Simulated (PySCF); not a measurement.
**MoO2H: structure of the doublet**

Where does doublet MoO2H go from a trigonal pyramidal start, is the end point a minimum, and what are its modes, charges and moments?

The runs use PySCF 2.14.0; PBE0, basis Mo def2-TZVP with ECP28, O def2-TZVP, H def2-TZVP, scalar-relativistic core potentials, no spin–orbit coupling, density fitting.

### Step 1. The system as given

4 atoms, charge 0, spin multiplicity 2.

Bond lengths: Mo1–O2 1.780 Å, Mo1–O3 1.780 Å, Mo1–H4 1.700 Å. Angles: O2–Mo1–O3 99.8°, O2–Mo1–H4 99.8°, O3–Mo1–H4 99.8°.

Z-matrix (Å, degrees; charge 0 multiplicity 2):
```
Mo
O  1 1.7800
O  1 1.7800 2 99.75
H  1 1.7000 2 99.75 3 -101.77
```

### Step 2. Finding the electronic state

The steps below are one call of a driver around PySCF. For each, scf.py gives the equivalent set-up of the SCF; relaxations use the driver's own optimiser. After this first run the driver tries any further starts and a stability analysis.

scf.py reads:

```python
from pyscf import gto, scf, dft
mol = gto.M(atom='''
Mo     0.000000     0.000000     0.000000
O     -0.785800     1.361100     0.835700
O     -0.785800    -1.361100     0.835700
H      1.501000     0.000000     0.798100''',
    basis={'Mo': 'def2-TZVP', 'O': 'def2-TZVP', 'H': 'def2-TZVP'},
    ecp={'Mo': 'def2-TZVP'},
    charge=0, spin=1)
mf = dft.UKS(mol, xc='PBE0')
mf.grids.atom_grid = (50, 194)
aux = {'Mo': 'def2-universal-JKFIT', 'O': 'def2-universal-JKFIT', 'H': 'def2-universal-JKFIT'}
mf = mf.density_fit(auxbasis=aux)
mf.conv_tol = 1e-08
mf.diis_space = 10
mf.max_cycle = 60
mf.init_guess = 'minao'
mf.verbose = 4
mf.kernel()
```

On the command line:

```console
$ OMP_NUM_THREADS=4 python axn.py task.json out
```

After this run come: Relaxing the doublet from the trigonal pyramidal start; Hessian and properties.

What does the calculation give? Wanted: minimum; geometry; wavenumbers; dipole moment; highest occupied, lowest empty level; polar-tensor charge of Mo1; zero-point energy; atomisation energy; ⟨S²⟩.

**Answer**, as computed:

| quantity | value |
| --- | --- |
| minimum | doublet, Cs |
| geometry | Mo–H 1.715 Å, Mo–O 1.673 Å (×2); H–Mo–O 107.2° (×2), O–Mo–O 111.4° |
| wavenumbers (cm⁻¹) | 340 (a'), 476 (a'), 652 (a''), 1018 (a''), 1067 (a'), 1928 (a') |
| dipole moment | 3.66 D |
| highest occupied, lowest empty level (either spin) | -7.08, -3.57 eV |
| polar-tensor charge of Mo1 | +1.60 e |
| zero-point energy | 32.8 kJ/mol |
| entropy at 298.15 K | 283.2 J/(mol K) |
| atomisation energy (no zero-point energy) | 1391 kJ/mol |
| ⟨S²⟩ | 0.756 |

The molecule stays Cs, as typed, and the end point is a minimum. In the infrared the band at 1018 cm⁻¹ (a'', stretch) leads. Most of the spin sits on Mo1 (Mulliken spin 1.03, against 1 for the whole molecule). Other starts or spin states, not run here, may lie lower. One determinant may miss the lowest occupation of an open d or f shell.
